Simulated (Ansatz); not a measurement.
**BiW (rocksalt type): how the settings move a single-point run**

Aim: see which settings change the result for BiW (rocksalt type), by how much, and at what cost.

Computed with Ansatz 0.2.0 (reference: DFT, PBEsol, PAW with Ansatz's default frozen-core files, scalar-relativistic, unless a step's input says otherwise).

**1. The starting structure**

The structure is cubic, space group Fm-3m (No. 225). The conventional cell has a = 4.155 Å, b = 4.155 Å, c = 4.155 Å, α = 90.00°, β = 90.00°, γ = 90.00°. W (site symmetry m-3m) has 6 Bi at 2.08 Å in its first shell of neighbours. Around Bi (site symmetry m-3m) lie 6 W at 2.08 Å.

Structure file:

```xyz
2
Lattice="0.0000 2.0775 2.0775 2.0775 0.0000 2.0775 2.0775 2.0775 0.0000" Properties=species:S:1:pos:R:3 pbc="T T T"
W     0.0000    0.0000    0.0000
Bi    2.0775    2.0775    2.0775
```

**2. Reference**

The input, input.yaml:

```yaml
crystal:
  lattice:
    - [0.0, 2.0775156304, 2.0775156304]
    - [2.0775156304, 0.0, 2.0775156304]
    - [2.0775156304, 2.0775156304, 0.0]
  atoms:
    - { symbol: W, position: [0.0, 0.0, 0.0] }
    - { symbol: Bi, position: [0.5, 0.5, 0.5] }
kpoints:
  mp_grid: { grid: [11, 11, 11] }
  band_path:
    path:
      - [0.0, 0.0, 0.0]
      - [0.5, 0.0, 0.5]
      - [0.625, 0.25, 0.625]
      - [0.375, 0.375, 0.75]
      - [0.0, 0.0, 0.0]
      - [0.5, 0.5, 0.5]
      - [0.5, 0.25, 0.75]
      - [0.5, 0.0, 0.5]
    npoints: 8
scf:
  occupations: { method: fermi_dirac, width: 0.05 }
hamiltonian:
  xc: pbesol
  pseudopotentials: { kind: paw }
output:
  forces: true
  stress: true
  eigenvalues: true
  populations: true
  dos: { projected: true, de: 0.2, e_range: [-14, 8] }
```

Launch:

```sh
ansatz run input.yaml --threads 1 --pin off --max-ram 2048MiB --backend cpu --events-out ev --progress --plain --runs-dir out
```

**3. Changing settings: n_extra_bands 32, xc rpbe**

input.yaml, as its differences from that of step 2:

```diff
@@ -23,4 +23,5 @@
   occupations: { method: fermi_dirac, width: 0.05 }
+  n_extra_bands: 32
 hamiltonian:
-  xc: pbesol
+  xc: rpbe
   pseudopotentials: { kind: paw }
@@ -31,2 +32 @@
   populations: true
-  dos: { projected: true, de: 0.2, e_range: [-14, 8] }
```

Before running it: what results should come out? Wanted: for each run, ending; energy change; pressure; gap; force.

The runs gave:

```tsv
run	ending	energy change	pressure (GPa)	gap (eV)	force (eV/Å)	cycles	time
reference	converged	-	902.0	0.00	0.00	7	3.5 s
1: n_extra_bands 32, xc rpbe	converged	not comparable	934.9	0.00	0.00	7	6.3 s
```

Times don't compare one to one where runs were asked for different outputs or read a saved state (see the inputs); cycles may leave out searches for a lower state.

Residual by cycle in the longest SCF loop of each run; runs are numbered as in the table. The quantity is the density residual dr2, in eV.

```tsv
cycle	reference	run 1
1	1.33	1.33
2	0.497	0.508
3	0.00663	0.0046
4	0.00112	0.00103
5	1.4e-5	1.5e-5
6	4.5e-7	2.5e-7
7	2.1e-9	2.9e-9
```

**Reading.** After a change of functional the difference of the totals has no physical meaning; the pressure goes from 902.0 to 934.9 GPa. At this fixed cell a higher pressure means that this functional prefers a larger volume than the reference. The structure is not at rest: the sound run finds 902 GPa, so these are no properties of the relaxed crystal. 
